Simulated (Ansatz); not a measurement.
**Ge6H12: basis-set convergence**

One table from this session's results is given with a row withheld; the runs are named, their logs left out.

Method: one geometry, several basis sets; program: Ansatz 0.2.0, Gaussian basis.

The runs, in order: PBE0-D4/def2-SVP; ωB97M-V/def2-SVP; PBE0-D4/def2-QZVPP; ωB97M-V/def2-QZVPP; the functionals' def2-TZVPP values are taken from earlier runs.

### The relaxed structure

The geometry comes from an earlier relaxation with PBE0-D4 in a triple-zeta def2 set; it is a stationary point, not always the lowest conformer.

SMILES `[GeH2]1[GeH2][GeH2][GeH2][GeH2][GeH2]1`, 18 atoms, charge 0, spin multiplicity 1.

Atoms are counted from 1 here; the program's logs count them from 0.

Bond lengths: Ge1–Ge2 2.431 Å, Ge1–Ge6 2.427 Å, Ge1–H7 1.541 Å, Ge1–H8 1.540 Å, Ge2–Ge3 2.431 Å, Ge2–H9 1.540 Å, Ge2–H10 1.540 Å, Ge3–Ge4 2.427 Å, Ge3–H11 1.540 Å, Ge3–H12 1.541 Å, Ge4–Ge5 2.431 Å, Ge4–H13 1.541 Å, Ge4–H14 1.540 Å, Ge5–Ge6 2.431 Å, Ge5–H15 1.540 Å, Ge5–H16 1.540 Å, Ge6–H17 1.541 Å, Ge6–H18 1.540 Å. Angles: Ge2–Ge1–Ge6 108.8°, Ge2–Ge1–H7 108.9°, Ge2–Ge1–H8 110.8°, Ge6–Ge1–H7 108.6°, Ge6–Ge1–H8 111.6°, H7–Ge1–H8 108.0°, Ge1–Ge2–Ge3 109.7°, Ge1–Ge2–H9 109.6°, Ge1–Ge2–H10 109.9°, Ge3–Ge2–H9 109.9°, Ge3–Ge2–H10 109.6°, H9–Ge2–H10 108.1°, Ge2–Ge3–Ge4 108.8°, Ge2–Ge3–H11 110.8°, Ge2–Ge3–H12 108.9°, Ge4–Ge3–H11 111.7°, Ge4–Ge3–H12 108.6°, H11–Ge3–H12 108.0° and more.

Set-up of the first run:

in.yaml

```yaml
crystal:
  periodic: [false, false, false]
  atoms:
    - {symbol: Ge, position_ang: [0.610800, 2.142524, 0.055450]}
    - {symbol: Ge, position_ang: [2.311565, 0.459358, 0.487149]}
    - {symbol: Ge, position_ang: [1.323202, -1.758027, 0.353087]}
    - {symbol: Ge, position_ang: [-0.421563, -1.734816, -1.333440]}
    - {symbol: Ge, position_ang: [-2.311481, -0.460794, -0.486902]}
    - {symbol: Ge, position_ang: [-1.512411, 1.350977, 0.924124]}
    - {symbol: H, position_ang: [0.476380, 2.338114, -1.467309]}
    - {symbol: H, position_ang: [1.009126, 3.494887, 0.675368]}
    - {symbol: H, position_ang: [2.914957, 0.680048, 1.887144]}
    - {symbol: H, position_ang: [3.445689, 0.584020, -0.547745]}
    - {symbol: H, position_ang: [2.396587, -2.818856, 0.046023]}
    - {symbol: H, position_ang: [0.686788, -2.104557, 1.713246]}
    - {symbol: H, position_ang: [0.124775, -1.039319, -2.595559]}
    - {symbol: H, position_ang: [-0.852889, -3.160484, -1.724893]}
    - {symbol: H, position_ang: [-3.122443, 0.116893, -1.662231]}
    - {symbol: H, position_ang: [-3.237823, -1.386199, 0.324466]}
    - {symbol: H, position_ang: [-1.288964, 0.811883, 2.350508]}
    - {symbol: H, position_ang: [-2.552285, 2.484346, 1.001515]}
basis:
  gaussian: {orbitals: def2-SVP}
hamiltonian: {xc: pbe0, dispersion: d4}
output: {orbitals: {seedname: orbitals}}
```

Among the steps run: PBE0-D4 in def2-SVP; ωB97M-V in def2-SVP; PBE0-D4 in def2-QZVPP; ωB97M-V in def2-QZVPP.

One table of the session follows, with a row left open; its other results are not shown here.

It belongs to the step «Functionals by basis». 

```
functional       basis  HOMO (eV)
   PBE0-D4    def2-SVP          ?
   PBE0-D4  def2-TZVPP      -7.48
   PBE0-D4  def2-QZVPP      -7.47
   ωB97M-V    def2-SVP      -9.37
   ωB97M-V  def2-TZVPP      -9.40
   ωB97M-V  def2-QZVPP      -9.39
```

Estimate the missing values for PBE0-D4, def2-SVP.

The run gave: HOMO (eV): -7.49. In the column «HOMO (eV)» it lies between ωB97M-V, def2-SVP (-9.37) and PBE0-D4, def2-TZVPP (-7.48).
